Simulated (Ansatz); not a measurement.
# CH₄ClFGeS: how energies converge with the basis set

The task here is to estimate one member of a computed series from the others.

The runs use Ansatz 0.2.0, Gaussian basis; one geometry, several basis sets.

Levels to be run: PBE0-D4/def2-SVP; ωB97M-V/def2-SVP; PBE0-D4/def2-QZVPP; ωB97M-V/def2-QZVPP; the functionals' def2-TZVPP values are taken from earlier runs.

**The relaxed structure**

All runs share one geometry, relaxed beforehand with PBE0-D4 in a triple-zeta def2 set.

9 atoms, charge 0, spin multiplicity 1.

Atoms are counted from 1 here; the program's logs count them from 0.

Bond lengths: C1–S2 1.818 Å, C1–H6 1.089 Å, C1–H7 1.090 Å, C1–H8 1.090 Å, S2–Ge3 2.184 Å, Ge3–F4 1.726 Å, Ge3–Cl5 2.143 Å, Ge3–H9 1.532 Å. Angles: S2–C1–H6 111.0°, S2–C1–H7 111.7°, S2–C1–H8 105.7°, H6–C1–H7 110.5°, H6–C1–H8 109.1°, H7–C1–H8 108.7°, C1–S2–Ge3 98.5°, S2–Ge3–F4 105.7°, S2–Ge3–Cl5 111.0°, S2–Ge3–H9 117.1°, F4–Ge3–Cl5 107.1°, F4–Ge3–H9 107.9°, Cl5–Ge3–H9 107.5°.

Set-up of the first run:

The input, in.yaml:

```yaml
crystal:
  periodic: [false, false, false]
  atoms:
    - {symbol: C, position_ang: [0.306079, 0.960691, 1.211038]}
    - {symbol: S, position_ang: [0.843793, -0.733997, 0.831750]}
    - {symbol: Ge, position_ang: [-0.088942, -0.935405, -1.133291]}
    - {symbol: F, position_ang: [0.118940, -2.588796, -1.582623]}
    - {symbol: Cl, position_ang: [-2.198047, -0.573852, -1.024302]}
    - {symbol: H, position_ang: [-0.780529, 1.028273, 1.238647]}
    - {symbol: H, position_ang: [0.714763, 1.681606, 0.503394]}
    - {symbol: H, position_ang: [0.701730, 1.181511, 2.201893]}
    - {symbol: H, position_ang: [0.470813, -0.066330, -2.263606]}
basis:
  gaussian: {orbitals: def2-SVP}
hamiltonian: {xc: pbe0, dispersion: d4}
output: {orbitals: {seedname: orbitals}}
```

Started as:

```bash
ansatz run in.yaml --threads 4 --pin off --events-out ev --progress --plain --max-ram 10444MiB
```

Among the steps run: PBE0-D4 in def2-SVP; ωB97M-V in def2-SVP; PBE0-D4 in def2-QZVPP; ωB97M-V in def2-QZVPP.

One of the session's tables, all rows but one given; the rest of the session is left out.

It belongs to the step «Density functionals: the series». 

| functional | basis | HOMO (eV) |
| --- | --- | --- |
| PBE0-D4 | def2-SVP | -7.49 |
| PBE0-D4 | def2-TZVPP | -7.56 |
| PBE0-D4 | def2-QZVPP | -7.58 |
| ωB97M-V | def2-SVP | ? |
| ωB97M-V | def2-TZVPP | -9.75 |
| ωB97M-V | def2-QZVPP | -9.78 |

Estimate the missing values for ωB97M-V, def2-SVP.

As computed: HOMO (eV): -9.64. In the column «HOMO (eV)» it lies between ωB97M-V, def2-TZVPP (-9.75) and PBE0-D4, def2-QZVPP (-7.58).
